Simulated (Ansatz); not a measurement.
From input file to script: C2H4GeS, SMILES C#[C][GeH2][SH] in Ansatz 0.2.0.

```yaml
crystal:
  periodic: [false, false, false]
  atoms:
    - { symbol: C, position_ang: [-2.3728, 0.6201, -0.07] }
    - { symbol: C, position_ang: [-1.2497, 0.1929, 0.0233] }
    - { symbol: Ge, position_ang: [0.5152, -0.4775, 0.1695] }
    - { symbol: S, position_ang: [1.9426, 1.0231, -0.6317] }
    - { symbol: H, position_ang: [-3.3589, 0.9953, -0.1519] }
    - { symbol: H, position_ang: [0.8403, -0.756, 1.6592] }
    - { symbol: H, position_ang: [0.6375, -1.792, -0.6425] }
    - { symbol: H, position_ang: [3.0458, 0.1942, -0.3559] }
basis:
  gaussian:
    orbitals: def2-SVP
correlation:
  method: mp2
output:
  orbitals: {}
```

Script `c2h4ges.py`:
```python
'''Single point of C2H4GeS.'''

from pathlib import Path

import ansatz as az

geometry_ang = [
    ('C', (-2.3728, 0.6201, -0.07)),
    ('C', (-1.2497, 0.1929, 0.0233)),
    ('Ge', (0.5152, -0.4775, 0.1695)),
    ('S', (1.9426, 1.0231, -0.6317)),
    ('H', (-3.3589, 0.9953, -0.1519)),
    ('H', (0.8403, -0.756, 1.6592)),
    ('H', (0.6375, -1.792, -0.6425)),
    ('H', (3.0458, 0.1942, -0.3559)),
]
molecule = az.Crystal.molecule()
for symbol, xyz in geometry_ang:
    molecule = molecule.atom(symbol, xyz)

calculation = molecule.calculation().basis(gaussian='def2-SVP').correlation('mp2').orbitals()
out = calculation.run(threads=1, pin='off', runs_dir='c2h4ges_runs')
rep = out.report

print('reference energy %16.6f eV' % rep['reference_energy_ev'])
print('total energy     %16.6f eV' % rep['free_energy_ev'])
print('occupied orbitals outside the frozen core (up, down):', rep['n_occupied'], ' frozen:', rep['n_frozen'], ' virtual:', rep['n_virtual'])

print('correlation energy', round(rep['free_energy_ev'] - rep['reference_energy_ev'], 5), 'eV')
cluster = rep['correlation'].get('coupled_cluster')
if cluster:
    print('cycles', cluster['cycles'], ' T1 diagnostic', round(cluster['t1_diagnostic'], 4), ' largest double', round(cluster['largest_double'], 4))

lines = Path(rep['orbitals_path']).read_text().splitlines()
field_of = lambda key: [line.split('=')[1].strip() for line in lines if line.startswith(key)]
orbitals = [(27.211386 * float(e), s, float(n)) for e, s, n in zip(field_of('Ene='), field_of('Spin='), field_of('Occup='))]
homo = max(e for e, _, n in orbitals if n > 0.5)
lumo = min(e for e, _, n in orbitals if n < 0.5)
for e, spin, n in sorted(orbitals):
    if homo - 10 < e < lumo + 5:
        print(f'{spin:6s} {e:10.3f} eV  occupation {n:.0f}')
```

Running `python c2h4ges.py` prints:
```text
reference energy    -69401.879152 eV
total energy        -69418.453192 eV
occupied orbitals outside the frozen core (up, down): [16, 16]  frozen: 16  virtual: [66, 66]
correlation energy -16.57404 eV
Alpha     -19.397 eV  occupation 2
Alpha     -15.160 eV  occupation 2
Alpha     -14.382 eV  occupation 2
Alpha     -13.715 eV  occupation 2
Alpha     -12.274 eV  occupation 2
Alpha     -11.174 eV  occupation 2
Alpha     -11.059 eV  occupation 2
Alpha     -10.168 eV  occupation 2
Alpha       3.172 eV  occupation 0
Alpha       3.893 eV  occupation 0
Alpha       4.112 eV  occupation 0
Alpha       4.599 eV  occupation 0
Alpha       5.516 eV  occupation 0
Alpha       5.938 eV  occupation 0
Alpha       6.385 eV  occupation 0
Alpha       7.274 eV  occupation 0
```

What to keep in mind:
- Total energies depend on the basis set; only differences at equal settings carry meaning.
- The geometry is a force-field or estimated start, not a minimum of this method, and the basis set is short of its limit.
- Alpha marks a spatial orbital of a restricted run, filled by both spins.
- Levels such as HOMO and LUMO are orbital energies: in Hartree-Fock the gap is too wide and the LUMO hangs on the basis.
- Inner cores stay frozen; a filled d shell under the valence of the heavier atoms is correlated with it.
- Hardware and time: 3 s on 1 thread of Intel(R) Xeon(R) Platinum 8259CL CPU @ 2.50GHz (Skylake/Cascade Lake), with other jobs on the host, peak memory 0.24 GiB.

(A comment or docstring line of the script was reworded after the run, the code is as it ran; lines on the test bed's own set-up are left out of the output.)
